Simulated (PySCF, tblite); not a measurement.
# C₅H₅BrF₄O: geometry, infrared bands and NMR shifts

Aim: predict the infrared bands and NMR shifts of C₅H₅BrF₄O (`C[C@](F)(CC(F)(F)F)C(=O)Br`).

The runs use tblite 0.8.0 and PySCF 2.14.0, with density-fitted response routines of our own; the level of theory stands in each step. All values are computed, except where a source is named. Atoms count from 0, in the outputs and in this text.

### Step 1. The starting structure

16 atoms, charge 0, multiplicity 1; geometry from: force field or distance geometry start.

Bonds of the start (Å): C0–C1 1.53, C1–F2 1.38, C1–C3 1.49, C3–C4 1.49, C4–F5 1.38, C4–F6 1.41, C4–F7 1.37, C1–C8 1.47, C8–O9 1.21, C8–Br10 1.94, C0–H11 1.10, C0–H12 1.10, C0–H13 1.10, C3–H14 1.11, C3–H15 1.11.

### Step 2. Optimising the geometry with GFN2-xTB

What the job is given:

```
{"job": {"kind": "relax", "xc": "GFN2-xTB", "basis": "xTB"}, "charge": 0, "multiplicity": 1}
C     -1.428900    -0.498600    -1.014900
C     -0.497400     0.349700    -0.144300
F     -0.462900     1.653700    -0.586400
C      0.818000    -0.336700    -0.280400
C      1.974600     0.225000     0.466300
F      2.203600     1.522000     0.039700
F      3.083600    -0.531900     0.039600
F      1.900600     0.086200     1.826600
C     -1.104900     0.347800     1.196900
O     -0.632300    -0.080500     2.224100
Br    -2.876300     1.117700     1.354000
H     -2.445800    -0.091000    -1.069900
H     -0.921700    -0.541300    -1.995400
H     -1.355500    -1.518700    -0.608500
H      0.659500    -1.421600    -0.100700
H      1.078200    -0.272800    -1.358100
```

The run is started by

```
OMP_NUM_THREADS=1 python probes_run.py task.json out
```

The driver reads the jobs from task.json and runs them one after another.

Log:

```text
step      E/eV     max force
  0   -1096.93220    3.627
  1   -1097.13213    4.844
  2   -1097.30906    1.216
  3   -1097.36954    0.655
  4   -1097.42208    0.570
  5   -1097.44178    0.643
  6   -1097.47865    0.466
  7   -1097.50326    0.417
  8   -1097.52373    0.289
  9   -1097.53677    0.298
 10   -1097.54853    0.274
 11   -1097.55773    0.243
 12   -1097.56406    0.175
 13   -1097.56896    0.201
 14   -1097.57420    0.208
 15   -1097.57975    0.224
 16   -1097.58481    0.160
 17   -1097.58923    0.185
 18   -1097.59388    0.207
 19   -1097.60015    0.264
 20   -1097.60920    0.288
 21   -1097.62129    0.373
 22   -1097.63460    0.342
 23   -1097.64592    0.245
 24   -1097.65458    0.247
 25   -1097.66270    0.296
 26   -1097.66901    0.231
 27   -1097.67191    0.474
 28   -1097.67681    0.140
 29   -1097.67909    0.170
 30   -1097.68138    0.212
 31   -1097.68393    0.201
 32   -1097.68721    0.154
 33   -1097.69007    0.098
 34   -1097.69205    0.112
 35   -1097.69365    0.119
 36   -1097.69555    0.117
 37   -1097.69769    0.144
 38   -1097.69980    0.109
 39   -1097.70143    0.215
 40   -1097.70307    0.214
 41   -1097.70484    0.157
 42   -1097.70832    0.102
 43   -1097.70984    0.100
 44   -1097.71224    0.127
 45   -1097.71351    0.076
 46   -1097.71456    0.128
 47   -1097.71534    0.062
 48   -1097.71605    0.066
 49   -1097.71687    0.079
 50   -1097.71769    0.082
 51   -1097.71855    0.084
 52   -1097.71923    0.086
 53   -1097.71988    0.078
 54   -1097.72055    0.113
 55   -1097.72130    0.070
 56   -1097.72205    0.135
 57   -1097.72296    0.093
 58   -1097.72415    0.079
 59   -1097.72533    0.084
 60   -1097.72670    0.090
 61   -1097.72762    0.117
 62   -1097.72814    0.054
 63   -1097.72833    0.157
 64   -1097.72879    0.080
 65   -1097.72907    0.054
 66   -1097.72937    0.057
 67   -1097.72966    0.074
 68   -1097.73009    0.097
 69   -1097.73062    0.098
 70   -1097.73116    0.075
 71   -1097.73165    0.066
 72   -1097.73221    0.075
 73   -1097.73284    0.090
 74   -1097.73339    0.074
 75   -1097.73376    0.048
 76   -1097.73400    0.045
 77   -1097.73420    0.050
 78   -1097.73439    0.036
 79   -1097.73454    0.030
 80   -1097.73469    0.026
 81   -1097.73480    0.033
 82   -1097.73501    0.040
 83   -1097.73517    0.036
 84   -1097.73533    0.037
 85   -1097.73551    0.033
 86   -1097.73576    0.040
 87   -1097.73608    0.050
 88   -1097.73638    0.039
 89   -1097.73661    0.059
 90   -1097.73678    0.045
 91   -1097.73708    0.044
 92   -1097.73741    0.028
 93   -1097.73750    0.030
 94   -1097.73757    0.023
 95   -1097.73766    0.025
 96   -1097.73780    0.039
 97   -1097.73806    0.058
 98   -1097.73840    0.067
 99   -1097.73884    0.072
100   -1097.73946    0.081
101   -1097.74031    0.061
102   -1097.74112    0.101
103   -1097.74153    0.076
104   -1097.74185    0.071
105   -1097.74206    0.048
106   -1097.74224    0.026
107   -1097.74246    0.045
108   -1097.74253    0.040
109   -1097.74258    0.020
110   -1097.74261    0.010
111   -1097.74263    0.010
```

It took 0.77 s on 1 thread of Arm Neoverse V2, shared host.

Step by step: (not every step is listed)

| step | energy from step 0 (eV) | largest force (eV/Å) |
| --- | --- | --- |
| 0 | 0.0000 | 3.6268 |
| 1 | -0.1999 | 4.8440 |
| 2 | -0.3769 | 1.2157 |
| 3 | -0.4373 | 0.6550 |
| 4 | -0.4899 | 0.5696 |
| 5 | -0.5096 | 0.6426 |
| 6 | -0.5465 | 0.4655 |
| 7 | -0.5711 | 0.4168 |
| 8 | -0.5915 | 0.2891 |
| 17 | -0.6570 | 0.1848 |
| 26 | -0.7368 | 0.2306 |
| 35 | -0.7614 | 0.1189 |
| 44 | -0.7800 | 0.1267 |
| 53 | -0.7877 | 0.0777 |
| 62 | -0.7959 | 0.0538 |
| 71 | -0.7994 | 0.0662 |
| 80 | -0.8025 | 0.0262 |
| 89 | -0.8044 | 0.0594 |
| 98 | -0.8062 | 0.0668 |
| 106 | -0.8100 | 0.0258 |
| 107 | -0.8103 | 0.0449 |
| 108 | -0.8103 | 0.0400 |
| 109 | -0.8104 | 0.0197 |
| 110 | -0.8104 | 0.0103 |
| 111 | -0.8104 | 0.0095 |

Distances of close pairs at the start and the end, largest changes first:

| bond | before (Å) | after (Å) | change (Å) |
| --- | --- | --- | --- |
| C4–F6 | 1.409 | 1.341 | -0.068 |
| C1–C8 | 1.472 | 1.525 | +0.053 |
| C4–F5 | 1.384 | 1.334 | -0.050 |
| C1–C3 | 1.490 | 1.535 | +0.045 |
| C3–C4 | 1.487 | 1.524 | +0.038 |
| C4–F7 | 1.369 | 1.339 | -0.031 |
| C8–O9 | 1.209 | 1.184 | -0.026 |
| C3–H14 | 1.111 | 1.091 | -0.020 |

The next job starts from the end point, and lists it.

### Step 3. Vibrational analysis with GFN2-xTB

What the job is given:

```
{"job": {"kind": "ir", "xc": "GFN2-xTB", "basis": "xTB"}, "charge": 0, "multiplicity": 1}
C     -1.519995    -0.503521    -1.107684
C     -0.512447     0.195670    -0.194321
F     -0.444652     1.518701    -0.555927
C      0.885683    -0.429032    -0.298037
C      1.944458     0.403137     0.416335
F      2.319426     1.473578    -0.286174
F      3.052182    -0.322148     0.627564
F      1.537873     0.843200     1.613429
C     -1.033048     0.068787     1.233513
O     -0.882126    -0.874123     1.932744
Br    -2.119950     1.555215     1.783355
H     -2.490312    -0.019584    -1.015308
H     -1.189524    -0.419352    -2.140150
H     -1.610563    -1.551313    -0.836745
H      0.870081    -1.419465     0.160344
H      1.185314    -0.510804    -1.344348
```

Log:

```text
mode    cm-1     km/mol
  1      25.9      0.50
  2      38.2      0.16
  3      72.8      0.70
  4     117.2      0.57
  5     157.7      3.09
  6     185.8      0.35
  7     201.4      1.65
  8     227.8      4.08
  9     287.8      1.81
 10     302.2      1.84
 11     340.5      4.24
 12     354.8      6.28
 13     416.6     25.53
 14     460.7     28.34
 15     474.8      7.69
 16     528.2     28.70
 17     587.7      5.27
 18     598.5     29.12
 19     651.0     15.62
 20     819.9     10.58
 21     844.5     50.47
 22     884.2     76.80
 23     943.3     51.94
 24     965.3     10.08
 25    1028.7     66.43
 26    1046.2    229.76
 27    1113.9     94.23
 28    1162.5    206.67
 29    1176.5    101.17
 30    1189.8    101.68
 31    1223.1      7.68
 32    1303.2     94.80
 33    1391.7     19.50
 34    1410.8     21.68
 35    1454.8      9.04
 36    1472.7     10.80
 37    1821.9    392.77
 38    3001.2      0.17
 39    3006.5      0.75
 40    3043.0     10.50
 41    3047.7      1.54
 42    3061.8      3.21
```

It took 0.54 s on 1 thread of Arm Neoverse V2, shared host.

Which atoms move in the most intense modes:

```csv
cm⁻¹,km/mol,atoms
884,76.8,"C3 28 %, C8 17 %, H14 15 %, H15 14 %"
1046,229.8,"C4 47 %, C1 15 %, F6 15 %"
1114,94.2,"C1 50 %, C4 23 %, C0 13 %"
1162,206.7,"C4 39 %, C1 18 %, H15 11 %"
1176,101.2,"C4 37 %, C1 23 %, H14 11 %"
1190,101.7,"C1 33 %, C4 30 %"
1303,94.8,"C3 34 %, H15 27 %, H14 27 %"
1822,392.8,"C8 59 %, O9 41 %"
```

### Step 4. Shielding tensors: PBE0/pcSseg-1

Settings changed since step 3:

```diff
@@ -1,2 +1,2 @@
-{"job": {"kind": "ir", "xc": "GFN2-xTB", "basis": "xTB"}, "charge": 0, "multiplicity": 1}
+{"job": {"kind": "nmr", "xc": "PBE0", "basis": "pcSseg-1"}, "charge": 0, "multiplicity": 1}
 C     -1.519995    -0.503521    -1.107684
```

Level: GIAO PBE0/pcSseg-1 NMR shielding, non-relativistic, gas phase.

Log:

```text
coarse grid: 71976 points
cycle   1  E = -3240.7095869265  dE =  6.309e-01  |g| = 1.432e+00  |ddm| = 3.698e+00
cycle   2  E = -3239.9375323316  dE =  7.721e-01  |g| = 2.478e+00  |ddm| = 2.334e+00
cycle   3  E = -3240.9611205300  dE = -1.024e+00  |g| = 4.743e-01  |ddm| = 1.911e+00
cycle   4  E = -3240.9976779562  dE = -3.656e-02  |g| = 1.927e-01  |ddm| = 4.702e-01
cycle   5  E = -3241.0035857499  dE = -5.908e-03  |g| = 3.957e-02  |ddm| = 1.434e-01
cycle   6  E = -3241.0037857150  dE = -2.000e-04  |g| = 1.252e-02  |ddm| = 3.828e-02
cycle   7  E = -3241.0038203749  dE = -3.466e-05  |g| = 3.288e-03  |ddm| = 1.556e-02
cycle   8  E = -3241.0038223908  dE = -2.016e-06  |g| = 9.943e-04  |ddm| = 2.967e-03
final grid: 153600 points
cycle   9  E = -3241.0037641820  dE =  1.478e-07  |g| = 1.492e-03  |ddm| = 2.720e-03
cycle  10  E = -3241.0037633615  dE =  8.205e-07  |g| = 2.577e-03  |ddm| = 3.142e-03
cycle  11  E = -3241.0037645828  dE = -1.221e-06  |g| = 4.083e-04  |ddm| = 2.165e-03
cycle  12  E = -3241.0037646148  dE = -3.200e-08  |g| = 3.804e-05  |ddm| = 2.872e-04
cycle  13  E = -3241.0037646151  dE = -2.792e-10  |g| = 8.471e-06  |ddm| = 3.765e-05
converged SCF energy = -3241.0037646151

GIAO shielding tensors (ppm)
atom      isotropic    diamagn.    paramagn.     s11        s22        s33       span
  0 C      159.674     247.032     -87.358    139.187    152.519    187.316     48.129
  1 C       89.199     245.244    -156.045     69.192     81.455    116.951     47.759
  2 F      340.488     475.267    -134.779    278.339    351.360    391.765    113.426
  3 C      139.768     252.510    -112.742    121.388    133.044    164.872     43.484
  4 C       53.970     240.726    -186.756     52.664     53.230     56.016      3.352
  5 F      243.904     472.444    -228.540    160.242    241.894    329.576    169.335
  6 F      245.931     469.940    -224.009    159.638    236.513    341.643    182.006
  7 F      249.798     475.426    -225.628    175.299    258.079    316.018    140.720
  8 C      -12.396     250.814    -263.210   -103.242     30.906     35.146    138.388
  9 O     -283.874     398.730    -682.604   -733.223   -364.212    245.813    979.036
 10 Br    1667.324    3122.179   -1454.856    732.438   1582.559   2686.974   1954.536
 11 H       29.613      28.379       1.234     24.617     29.652     34.569      9.951
 12 H       30.128      29.289       0.839     26.149     27.940     36.294     10.145
 13 H       30.554      29.342       1.212     26.693     28.238     36.731     10.038
 14 H       28.720      31.206      -2.486     25.482     28.340     32.337      6.855
 15 H       29.174      30.795      -1.622     25.119     29.567     32.834      7.715
```

Run time: 53 s. Hardware: 1 thread of Arm Neoverse V2, shared host; peak memory 1 GiB.

Shifts follow as δ = σ(reference) − σ, with reference shieldings (ppm) from runs at the same level and on the same kind of geometry: 1H TMS 31.72, 13C TMS 186.9, 19F CFCl3 170.9, 17O H2O 336.1, 79Br HBr 2622. The references are single molecules in the gas phase, so shifts against H2O, NH3, PH3, H3PO4 or CFCl3 are not on the usual liquid scales and can be off by tens of ppm. Atoms listed in one row are averaged.

```
        atoms                                                environment  σ (ppm)  δ (ppm)  δ scaled to CDCl3
           C8                                            carbonyl carbon    -12.4    199.3              177.8
           C4                                                 CF3 carbon     54.0    133.0              127.8
           C1  fully substituted sp3 carbon bonded to F, α to a carbonyl     89.2     97.7               93.5
           C3                                                    sp3 CH2    139.8     47.2               44.1
           C0                                              methyl carbon    159.7     27.3               24.7
          H14                                     hydrogen on an sp3 CH2    28.72     3.00               2.93
          H15                                     hydrogen on an sp3 CH2    29.17     2.54               2.50
H11, H12, H13                                hydrogen on a methyl carbon    30.10     1.62               1.63
   F5, F6, F7                                    fluorine of a CF3 group    246.5    -75.6                  –
           F2                                  fluorine on an sp3 carbon    340.5   -169.5                  –
           O9                                            carbonyl oxygen   -283.9    620.0                  –
         Br10                                        bromine bonded to C     1667      955                  –
```

The scaled column applies a straight-line fit of computed shieldings to shifts measured in CDCl3, with any fitted terms for Cl, Br or S neighbours, and one for carbons that bear F (root-mean-square error 0.16 ppm for H, 1.9 ppm for C).

The run also stored atomic charges by several schemes (e):

```
     atoms  Mulliken    IAO  Hirshfeld  ESP fit
        C0     -0.16  -0.43      -0.12    -0.48
        C1     -0.04   0.28       0.10     0.57
        F2     -0.29  -0.30      -0.09    -0.27
        C3     -0.24  -0.33      -0.10    -0.45
        C4      0.82   0.81       0.26     0.60
F5, F6, F7     -0.26  -0.28      -0.09    -0.18
        C8      0.30   0.30       0.15     0.05
        O9     -0.28  -0.33      -0.18    -0.24
      Br10     -0.08  -0.02      -0.03    -0.02
```

Mayer bond orders: C0–C1 1.02, C1–F2 0.90, C1–C3 0.97, C3–C4 1.01, C4–F5 1.02, C4–F6 1.00, C4–F7 0.99, C1–C8 0.80, C8–O9 2.06, C8–Br10 1.00.

Orbitals, density, ELF and potential are computed afterwards from the orbital file.

Frontier orbitals at PBE0/pcSseg-1, with the share of their density that lies nearest to each atom:

```csv
orbital,energy (eV),lies on
HOMO,-8.47,Br10 65 %; O9 24 %
LUMO,-1.64,C8 47 %; O9 29 %; Br10 10 %
```

ELF in a plane through or near 7 of the atoms.

Values, 10 rows by 14 columns:
```
0.00 0.00 0.00 0.00 0.00 0.00 0.00 0.00 0.00 0.00 0.00 0.00 0.00 0.00
0.00 0.00 0.00 0.00 0.00 0.00 0.01 0.41 0.72 0.69 0.33 0.01 0.00 0.00
0.00 0.00 0.00 0.00 0.01 0.00 0.10 0.66 0.58 0.49 0.78 0.17 0.00 0.00
0.00 0.00 0.00 0.27 0.79 0.75 0.02 0.41 0.76 0.70 0.68 0.11 0.00 0.00
0.00 0.00 0.02 0.02 0.66 0.51 0.04 0.68 0.71 0.04 0.08 0.01 0.00 0.00
0.00 0.00 0.34 0.32 0.21 0.88 0.69 0.55 0.86 0.70 1.00 0.91 0.01 0.00
0.00 0.00 0.07 0.10 0.02 0.69 0.97 0.18 0.63 0.94 0.30 0.06 0.00 0.00
0.00 0.00 0.00 0.00 0.00 0.76 0.95 0.03 0.64 0.96 0.16 0.00 0.00 0.00
0.00 0.00 0.00 0.00 0.00 0.00 0.00 0.00 0.00 0.00 0.00 0.00 0.00 0.00
0.00 0.00 0.00 0.00 0.00 0.00 0.00 0.00 0.00 0.00 0.00 0.00 0.00 0.00
```
The map spans 11.3 Å across and 10.6 Å up, centred on the molecule. Atoms in the plane (x, y in Å): C0 (1.8, -0.8), C1 (0.5, 0.0), C4 (-2.0, 0.1), F7 (-1.9, 1.4), H11 (2.6, -0.3), H12 (1.7, -1.8), H15 (-0.8, -1.7).

On the surface of density 0.002 e/bohr³ the electrostatic potential runs, from the 1st to the 99th percentile, from -0.97 V near O9 to 1.56 V near H15.

### Step 5. What came out

```
                                                                 quantity                               value
                                strongest single infrared mode (GFN2-xTB)               1822 cm⁻¹, 393 km/mol
                                             zero-point energy (GFN2-xTB)                       60.7 kcal/mol
                                   13C shifts against TMS (PBE0/pcSseg-1)  199.3, 133.0, 97.7, 47.2, 27.3 ppm
   1H shifts against TMS (PBE0/pcSseg-1, means over atoms taken as alike)                3.00, 2.54, 1.62 ppm
19F shifts against CFCl3 (PBE0/pcSseg-1, means over atoms taken as alike)                   -75.6, -169.5 ppm
                                   17O shifts against H2O (PBE0/pcSseg-1)                           620.0 ppm
                                  79Br shifts against HBr (PBE0/pcSseg-1)                             955 ppm
                                    surface potential, 1st and 99th percentile                  -0.97 V and 1.56 V
```

In words: Over 111 steps the energy fell by 0.810 eV; of the close pairs, C4–F6 changed most, 1.409 to 1.341 Å. No mode is imaginary among the 42: a minimum at this level. The strongest single mode, at 1822 cm⁻¹, moves mainly C8 and O9. GFN2-xTB is a fitted tight-binding method: band positions and strengths are rough. Its intensities can rank the bands wrongly. C8 stands next to heavy halogen, whose spin-orbit shielding this run leaves out, so the computed shift lies too far downfield, most of all for carbon beside Br or I. At PBE0/pcSseg-1: The largest span, 1955 ppm, is at Br10, where the paramagnetic term is -1455 ppm. By nearest atom (PBE0/pcSseg-1), the HOMO sits on Br10 65 %; O9 24 % and the LUMO on C8 47 %; O9 29 %. Spin-orbit coupling is left out, which matters for shieldings and couplings at and beside the heavy atoms.
